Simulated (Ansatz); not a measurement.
# I₃−: geometry at several levels

The task, for I₃−: geometry at several levels. Charge -1.

Method: the levels named in each step, in Ansatz 0.2.0.

### 1 Starting point

Bond lengths: I1–I2 2.754 Å, I2–I3 2.758 Å. Angles: I1–I2–I3 105.9°.

As a file:

```xyz
3

I    -2.1997   -0.5535    0.0000
I    -0.0022    1.1070    0.0000
I     2.1997   -0.5535    0.0000
```

### 2 A rough first relaxation, PBE-D4/def2-SVPD

Input file input.yaml:

```yaml
crystal:
  periodic: [false, false, false]
  atoms:
    - { symbol: I, position_ang: [-2.19973, -0.55349, 0.0] }
    - { symbol: I, position_ang: [-0.00215, 1.10701, 0.0] }
    - { symbol: I, position_ang: [2.19972, -0.55351, 0.0] }
total_charge: -1
basis:
  gaussian: { orbitals: def2-SVPD }
hamiltonian:
  xc: pbe
  dispersion: d4
relax:
  f_tol: 0.03
  max_steps: 200
```

Command:

```bash
$ ansatz run input.yaml --threads 2 --pin off --max-ram 5120MiB --backend cpu --events-out ev --progress --plain --runs-dir out
```

Further steps of the session: Relaxation, HF/def2-SVPD; Relaxation, LDA/def2-SVPD; Relaxation, PBE-D4/def2-SVPD; Relaxation, PBE0-D4/def2-TZVPPD; Relaxation, MP2/def2-TZVPPD.

**Question.** What will these runs give? Wanted: I1–I2 at MP2/def2-TZVPPD; I2–I3 at MP2/def2-TZVPPD.

As calculated:

```
                quantity    value
I1–I2 at MP2/def2-TZVPPD  2.909 Å
I2–I3 at MP2/def2-TZVPPD  2.909 Å
```

What this shows: The I–I distance spreads over 0.087 Å, from MP2/def2-TZVPPD (shortest) to PBE-D4/def2-SVPD. Heavy atoms carry effective core potentials in def2 sets, and spin-orbit coupling is left out.
